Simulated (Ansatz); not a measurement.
# AlCl2HO: the cost of one run

The runs use Ansatz 0.2.0; RKS B3LYP-D4/def2-SVP.

## (1) Reference run: AlCl2HO, relaxed

input.yaml reads:

```yaml
crystal:
  periodic: [false, false, false]
  atoms:
    - { symbol: Al, position_ang: [-0.61258, 0.259305, -0.124594] }
    - { symbol: Cl, position_ang: [1.980779, 0.086824, -0.23877] }
    - { symbol: O, position_ang: [-0.419718, -1.126245, 0.816332] }
    - { symbol: H, position_ang: [0.815717, -0.946102, 0.577579] }
    - { symbol: Cl, position_ang: [-1.764198, 1.726117, -1.030547] }
basis:
  gaussian: { orbitals: def2-SVP }
hamiltonian:
  xc: { name: B3LYP }
  dispersion: d4
output:
  forces: true
relax:
  f_tol: 0.02
  max_steps: 120
  constraints: [{ distance: [1, 3] }, { distance: [0, 1] }, { distance: [2, 3] }]
  escape_saddle: false
```

Started as:

```console
$ ansatz run input.yaml --threads 1 --pin off --max-ram 2560MiB --backend cpu --events-out ev --progress --plain --runs-dir out
```

Q: Estimate wall time and peak memory on 1 thread of Arm Neoverse V1, shared host.

About 12 s, with a peak of 0.14 GiB.
